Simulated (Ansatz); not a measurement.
# CH3Cl3OZr: basis-set convergence

One table from this session's results is given with a row withheld; the runs are named, their logs left out.

The runs use Ansatz 0.2.0, Gaussian basis; one geometry, several basis sets.

Plan: PBE0-D4/def2-SVP; ωB97M-V/def2-SVP; PBE0-D4/def2-QZVPP; ωB97M-V/def2-QZVPP; the functionals' def2-TZVPP values are taken from earlier runs.

### The geometry

An earlier PBE0-D4 in a triple-zeta def2 set relaxation fixed the geometry. Zr takes the def2 core potential; no spin-orbit term is included.

SMILES `C[O][Zr]([Cl])([Cl])[Cl]`, 9 atoms, charge 0, spin multiplicity 1.

Atoms are counted from 1 here; the program's logs count them from 0.

Bond lengths: C1–O2 1.397 Å, C1–H7 1.093 Å, C1–H8 1.093 Å, C1–H9 1.093 Å, O2–Zr3 1.867 Å, Zr3–Cl4 2.342 Å, Zr3–Cl5 2.342 Å, Zr3–Cl6 2.342 Å. Angles: O2–C1–H7 109.8°, O2–C1–H8 109.8°, O2–C1–H9 109.8°, H7–C1–H8 109.2°, H7–C1–H9 109.2°, H8–C1–H9 109.2°, C1–O2–Zr3 179.9°, O2–Zr3–Cl4 108.2°, O2–Zr3–Cl5 108.2°, O2–Zr3–Cl6 108.2°, Cl4–Zr3–Cl5 110.7°, Cl4–Zr3–Cl6 110.7°, Cl5–Zr3–Cl6 110.7°.

Coordinates:

```
C     0.4407   -1.3889    0.9271
O     0.0853   -0.2650    0.1767
Zr   -0.3923    1.2365   -0.8255
Cl   -1.9277    0.5664   -2.4618
Cl    1.5457    2.1028   -1.8146
Cl   -1.3555    2.8059    0.6217
H    -0.0309   -2.2793    0.5045
H     1.5258   -1.5154    0.9115
H     0.1088   -1.2630    1.9605
```

The first run:

in.yaml reads:

```yaml
crystal:
  periodic: [false, false, false]
  atoms:
    - {symbol: C, position_ang: [0.440659, -1.388853, 0.927106]}
    - {symbol: O, position_ang: [0.085333, -0.265007, 0.176653]}
    - {symbol: Zr, position_ang: [-0.392279, 1.236454, -0.825486]}
    - {symbol: Cl, position_ang: [-1.927666, 0.566426, -2.461836]}
    - {symbol: Cl, position_ang: [1.545716, 2.102795, -1.814577]}
    - {symbol: Cl, position_ang: [-1.355535, 2.805887, 0.621671]}
    - {symbol: H, position_ang: [-0.030867, -2.279288, 0.504489]}
    - {symbol: H, position_ang: [1.525840, -1.515424, 0.911471]}
    - {symbol: H, position_ang: [0.108808, -1.262990, 1.960519]}
basis:
  gaussian: {orbitals: def2-SVP}
hamiltonian: {xc: pbe0, dispersion: d4}
output: {orbitals: {seedname: orbitals}}
```

Command:

```
> ansatz run in.yaml --threads 4 --pin off --events-out ev --progress --plain --max-ram 11315MiB
```

Among the steps run: PBE0-D4 in def2-SVP; ωB97M-V in def2-SVP; PBE0-D4 in def2-QZVPP; ωB97M-V in def2-QZVPP.

One table of the session follows, with a row left open; its other results are not shown here.

It belongs to the step «Density functionals: the series». 

```
functional       basis  HOMO (eV)  LUMO (eV)
   PBE0-D4    def2-SVP      -9.12      -1.69
   PBE0-D4  def2-TZVPP      -9.16      -1.80
   PBE0-D4  def2-QZVPP      -9.17      -1.82
   ωB97M-V    def2-SVP     -11.31       0.45
   ωB97M-V  def2-TZVPP     -11.43       0.29
   ωB97M-V  def2-QZVPP          ?          ?
```

Q: Estimate the row for ωB97M-V, def2-QZVPP from the others.

As computed: HOMO (eV): -11.45; LUMO (eV): 0.25. In the column «HOMO (eV)» it is the lowest.
